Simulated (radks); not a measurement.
# F⁻ held by a Watson sphere

An exercise on one series of results from a longer session: the logs are not shown, and one member is left open.

Method: non-relativistic Kohn-Sham, PBEsol, spin-polarised, spherical densities, point nucleus. Code: radks (a radial shooting solver on a logarithmic mesh, Libxc functionals) version 1.

**The atom as given**

| Property | Result |
| --- | --- |
| element | fluorine (Z = 9) |
| charge | -1 |
| electrons | 10 |
| configuration | [Ne] |

Outer shells as boxes (Hund's rule):

F⁻
```
[He] core
2s [↑↓]
2p [↑↓][↑↓][↑↓]
```

Set-up of the first run:

Settings of this run:

```text
Z 9
configuration [Ne]
relativity non-relativistic
functional pbe_sol,pbe_sol
spin polarised
nucleus point
watson charge 1 radius 1.83 bohr
response adiabatic LDA kernel
```

Command:

```console
$ python run_ks.py task.json out
```

The same process makes all the runs of this session.

Steps of the session up to this table: R = 1.83 bohr; R = 1.93 bohr; R = 1.97 bohr; R = 2.72 bohr; R = 2.88 bohr.

One table of the session follows, with a row left open; its other results are not shown here.

```
R (bohr)  highest level (eV)  its <r> (bohr)  sum of <r²> (bohr²)  α (bohr³)
    1.83              -9.565           1.205                14.58      7.104
    1.93              -9.258           1.214                14.81      7.521
    1.97              -9.138           1.217                14.89      7.692
    2.72                   ?               ?                    ?          ?
    2.88              -6.833           1.271                16.47      11.90
```

Q: Estimate the row for R (bohr) = 2.72 from the others.

Worked estimate for «highest level (eV)». A straight line through the neighbours (1.97, -9.138) and (2.88, -6.833) gives -9.138 + (-6.833 + 9.138) × (2.72 − 1.97) / (2.88 − 1.97) = -7.238; a parabola fitted to 3 rows on both sides gives -7.179.

**Answer.** highest level (eV): -7.180; its <r> (bohr): 1.264; sum of <r²> (bohr²): 16.24; α (bohr³): 11.13. In «highest level (eV)» the line misses by -0.058 and the parabola by +0.001.

In words: From R = 1.83 to 2.88 bohr the top level moves from -9.565 to -6.833 eV and its mean radius from 1.21 to 1.27 bohr. A wider sphere makes a shallower well, so the ion swells. The polarisability goes from 7.10 to 11.9 bohr³. Response by self-consistent Sternheimer equations with the Hartree and adiabatic LDA kernel. The sphere does not respond.
